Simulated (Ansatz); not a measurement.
# C3H8MgO: how energies converge with the basis set

One table from this session's results is given with a row withheld; the runs are named, their logs left out.

Computed with Ansatz 0.2.0, Gaussian basis. Level: one geometry, several basis sets.

The runs, in order: PBE0-D4/def2-SVP; ωB97M-V/def2-SVP; PBE0-D4/def2-QZVPP; ωB97M-V/def2-QZVPP; the functionals' def2-TZVPP values are taken from earlier runs.

**The geometry**

An earlier PBE0-D4 in a triple-zeta def2 set relaxation fixed the geometry.

SMILES `CC(C)[O][MgH]`, 13 atoms, charge 0, spin multiplicity 1.

Atoms are counted from 1 here; the program's logs count them from 0.

Bond lengths: C1–C2 1.521 Å, C1–H6 1.092 Å, C1–H7 1.094 Å, C1–H8 1.093 Å, C2–C3 1.521 Å, C2–O4 1.382 Å, C2–H9 1.104 Å, C3–H10 1.094 Å, C3–H11 1.093 Å, C3–H12 1.092 Å, O4–Mg5 1.766 Å, Mg5–H13 1.691 Å. Angles: C2–C1–H6 110.3°, C2–C1–H7 110.0°, C2–C1–H8 111.5°, H6–C1–H7 108.3°, H6–C1–H8 108.3°, H7–C1–H8 108.3°, C1–C2–C3 111.2°, C1–C2–O4 110.7°, C1–C2–H9 107.6°, C3–C2–O4 110.6°, C3–C2–H9 107.6°, O4–C2–H9 109.0°, C2–C3–H10 110.0°, C2–C3–H11 111.5°, C2–C3–H12 110.3°, H10–C3–H11 108.3°, H10–C3–H12 108.3°, H11–C3–H12 108.3° and more.

The first run:

File in.yaml:

```yaml
crystal:
  periodic: [false, false, false]
  atoms:
    - {symbol: C, position_ang: [-0.569407, -0.578679, -1.289546]}
    - {symbol: C, position_ang: [-0.380038, -0.328851, 0.198754]}
    - {symbol: C, position_ang: [0.858489, -1.039978, 0.721826]}
    - {symbol: O, position_ang: [-0.310775, 1.026506, 0.460642]}
    - {symbol: Mg, position_ang: [-0.094855, 2.763066, 0.698747]}
    - {symbol: H, position_ang: [-1.465433, -0.067688, -1.649213]}
    - {symbol: H, position_ang: [0.291429, -0.194975, -1.845958]}
    - {symbol: H, position_ang: [-0.671247, -1.645475, -1.506898]}
    - {symbol: H, position_ang: [-1.254510, -0.751406, 0.722650]}
    - {symbol: H, position_ang: [1.749727, -0.666059, 0.208284]}
    - {symbol: H, position_ang: [0.797568, -2.120002, 0.562126]}
    - {symbol: H, position_ang: [0.977595, -0.857028, 1.792181]}
    - {symbol: H, position_ang: [0.091854, 4.425868, 0.941107]}
basis:
  gaussian: {orbitals: def2-SVP}
hamiltonian: {xc: pbe0, dispersion: d4}
output: {orbitals: {seedname: orbitals}}
```

Command:

```bash
ansatz run in.yaml --threads 4 --pin off --events-out ev --progress --plain --max-ram 10444MiB
```

Steps of the session up to this table: PBE0-D4 in def2-SVP; ωB97M-V in def2-SVP; PBE0-D4 in def2-QZVPP; ωB97M-V in def2-QZVPP.

One table of the session follows, with a row left open; its other results are not shown here.

It belongs to the step «Functionals by basis». 

| functional | basis | HOMO (eV) |
| --- | --- | --- |
| PBE0-D4 | def2-SVP | -7.03 |
| PBE0-D4 | def2-TZVPP | -7.09 |
| PBE0-D4 | def2-QZVPP | -7.09 |
| ωB97M-V | def2-SVP | -9.45 |
| ωB97M-V | def2-TZVPP | -9.51 |
| ωB97M-V | def2-QZVPP | ? |

Estimate the missing values for ωB97M-V, def2-QZVPP.

As computed: HOMO (eV): -9.52. In the column «HOMO (eV)» it is the lowest.
